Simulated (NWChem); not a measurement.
**GaClF (SMILES [F][Ga][Cl]) at 3 levels**

Aim: a comparison of 3 runs (U-r2SCAN/pcseg-0, U-r2SCAN/pcseg-1, U-r2SCAN/pcseg-2) of GaClF. 

The results are computed with NWChem 7.3.0.

**1. The structure to begin with**

GaClF has 3 atoms, charge 0, and is taken as a doublet. SMILES: `[F][Ga][Cl]`. The coordinates come from a PBE0-D4/def2-TZVP relaxation.

Bond lengths: F1–Ga2 1.758 Å, Ga2–Cl3 2.157 Å. Angles: F1–Ga2–Cl3 117.7°.

**2. Energy and forces at U-r2SCAN/pcseg-0 (run 1)**

The input, clfga.nw:

```
START clfga
TITLE "ClFGa"
memory total 2200 mb
GEOMETRY units angstrom noautosym nocenter noautoz
F       -1.421100       0.295900      -0.754800
Ga       0.066400       0.649600       0.112200
Cl       1.343900      -1.010300       0.629300
END
BASIS spherical bse
* library pcseg-0
END
DFT
xc r2scan
mult 2
grid fine
convergence energy 1e-08
iterations 100
mulliken
print low
END
TASK dft gradient
```

Run with:

```
$ nwchem clfga.nw > clfga.out
```

Standard output:

```text
[...]
 d= 0,ls=0.0,diis     1  -2481.5237180521 -2.72D+03  2.93D-02  1.68D-01     1.4
[...]
 d= 0,ls=0.0,diis    10  -2481.6236117097 -7.21D-09  1.48D-06  1.50D-09     8.1
[...]
         Total DFT energy =    -2481.623611709731
      One electron energy =    -3927.728003197589
           Coulomb energy =     1322.300859456518
    Exchange-Corr. energy =     -113.575164216041
 Nuclear repulsion energy =      237.378696247380
[...]
      Total Density - Mulliken Population Analysis
     ---------------------------------------------
    Atom       Charge   Shell Charges
 -----------   ------   -------------------------------------------------------
    1 F    9     9.45   1.99  1.03  0.97  2.40  3.07
    2 Ga  31    30.15   2.00  2.00  2.00  0.92  0.37  5.99  5.68  0.57  0.65  9.97
    3 Cl  17    17.40   2.00  2.00  1.10  0.89  5.88  1.93  3.58
[...]
      <S2> =      0.7522 (Exact =     0.7500)
                         DFT ENERGY GRADIENTS
    atom               coordinates                        gradient
                 x          y          z           x          y          z
   1 F      -2.685490   0.559170  -1.426365    0.000994   0.000077   0.000561
   2 Ga      0.125478   1.227566   0.212027    0.013767  -0.019057   0.005437
   3 Cl      2.539603  -1.909190   1.189205   -0.014761   0.018980  -0.005998
 Task  times  cpu:       10.0s     wall:       10.0s
 Total times  cpu:       10.0s     wall:       10.0s
```

Run time: 11 s. Hardware: 1 thread of Intel Xeon Platinum 8488C (Sapphire Rapids), shared host; peak memory 0.12 GiB.

**3. Energy and forces at U-r2SCAN/pcseg-1 (run 2)**

The input, sp.nw:

```
start sp
memory 2200 mb
charge 0
geometry units angstroms noautosym nocenter noautoz
  F     -1.421100     0.295900    -0.754800
  Ga     0.066400     0.649600     0.112200
  Cl     1.343900    -1.010300     0.629300
end
basis spherical bse
  * library pcseg-1
end
dft
  xc r2scan
  mult 2
  grid fine
  convergence energy 1e-08
  iterations 100
  mulliken
  print low
end
task dft gradient
```

Run with:

```
$ nwchem sp.nw > sp.out
```

Standard output:

```text
[...]
 d= 0,ls=0.0,diis     1  -2484.5228360208 -2.72D+03  1.84D-02  1.80D-01     2.4
[...]
 d= 0,ls=0.0,diis    11  -2484.6191150486 -1.21D-09  9.85D-07  1.73D-09    20.4
[...]
         Total DFT energy =    -2484.619115048554
      One electron energy =    -3931.707289906104
           Coulomb energy =     1323.425164145893
    Exchange-Corr. energy =     -113.715685535723
 Nuclear repulsion energy =      237.378696247380
[...]
      Total Density - Mulliken Population Analysis
     ---------------------------------------------
    Atom       Charge   Shell Charges
 -----------   ------   -------------------------------------------------------
    1 F    9     9.45   2.00  0.95  1.01  3.39  2.10  0.00
    2 Ga  31    30.28   2.00  2.00  2.00  0.95  0.31  6.00  5.98  0.63  0.23  9.99  0.20
    3 Cl  17    17.26   2.00  1.99  1.24  0.72  5.99  3.82  1.49  0.01
[...]
      <S2> =      0.7532 (Exact =     0.7500)
                         DFT ENERGY GRADIENTS
    atom               coordinates                        gradient
                 x          y          z           x          y          z
   1 F      -2.685490   0.559170  -1.426365    0.010963   0.002944   0.006429
   2 Ga      0.125478   1.227566   0.212027   -0.007826  -0.007412  -0.005204
   3 Cl      2.539603  -1.909190   1.189205   -0.003137   0.004468  -0.001224
 Task  times  cpu:       28.4s     wall:       28.4s
 Total times  cpu:       28.4s     wall:       28.4s
```

It took 29 s on 1 thread of Intel Xeon Platinum 8488C (Sapphire Rapids), shared host; peak memory 0.12 GiB.

**4. Energy and gradient at U-r2SCAN/pcseg-2 (run 3)**

The input, clfga.nw:

```
start clfga
title "ClFGa"
memory stack 880 mb heap 220 mb global 1100 mb

geometry units angstroms noautosym nocenter noautoz
   F       -1.421100       0.295900      -0.754800
   Ga       0.066400       0.649600       0.112200
   Cl       1.343900      -1.010300       0.629300
end

basis spherical bse
   F library pcseg-2
   Ga library pcseg-2
   Cl library pcseg-2
end

dft
   xc r2scan
   mult 2
   grid fine
   convergence energy 1e-08
   iterations 100
   mulliken
   print low
end

task dft gradient
```

Run with:

```
$ nwchem clfga.nw > clfga.out
```

Standard output:

```text
[...]
 d= 0,ls=0.0,diis     1  -2484.8781379265 -2.72D+03  9.47D-03  3.23D-01    11.5
[...]
 d= 0,ls=0.0,diis    12  -2484.9825734692 -2.25D-09  2.89D-07  1.73D-09   100.5
[...]
         Total DFT energy =    -2484.982573469197
      One electron energy =    -3933.489946493883
           Coulomb energy =     1324.935216807131
    Exchange-Corr. energy =     -113.806540029826
 Nuclear repulsion energy =      237.378696247380
[...]
      Total Density - Mulliken Population Analysis
     ---------------------------------------------
    Atom       Charge   Shell Charges
 -----------   ------   -------------------------------------------------------
    1 F    9     9.45   2.00  0.65  0.93  0.38  2.35  2.24  0.89  0.00  0.01  0.00
    2 Ga  31    30.30   2.00  2.00  1.16  0.80  0.72  0.52  6.00  5.88  0.34  0.60  0.05  9.64  0.47  0.07  0.05
    3 Cl  17    17.25   2.01  0.37  1.60  1.06  0.91  5.91  1.05  2.99  1.33  0.00  0.02  0.00
[...]
      <S2> =      0.7538 (Exact =     0.7500)
                         DFT ENERGY GRADIENTS
    atom               coordinates                        gradient
                 x          y          z           x          y          z
   1 F      -2.685490   0.559170  -1.426365   -0.001543   0.000194  -0.000834
   2 Ga      0.125478   1.227566   0.212027    0.000618   0.000360   0.000385
   3 Cl      2.539603  -1.909190   1.189205    0.000925  -0.000553   0.000449
 Task  times  cpu:      135.5s     wall:      135.5s
 Total times  cpu:      135.6s     wall:      135.6s
```

Wall time 2.3 min (1 thread of Intel Xeon Platinum 8488C (Sapphire Rapids), shared host); peak memory 0.14 GiB.

**5. Overview of the runs**

| run | level | energy (Eh) | ⟨S²⟩ | largest force (eV/Å) | wall time |
| --- | --- | --- | --- | --- | --- |
| 1 | U-r2SCAN/pcseg-0 | -2481.623612 | 0.752 | 1.274 | 11 s |
| 2 | U-r2SCAN/pcseg-1 | -2484.619115 | 0.753 | 0.671 | 29 s |
| 3 | U-r2SCAN/pcseg-2 | -2484.982573 | 0.754 | 0.091 | 2.3 min |

**6. What came out**

| quantity | value |
| --- | --- |
| run 3: total energy | -2484.98257 Eh |
| run 3: ⟨S²⟩ | 0.754 |
| run 3: largest force on an atom | 0.091 eV/Å |

In words: Over the runs the total energy spans 91.402 eV. All runs together took 2.9 min, the longest 2.3 min.
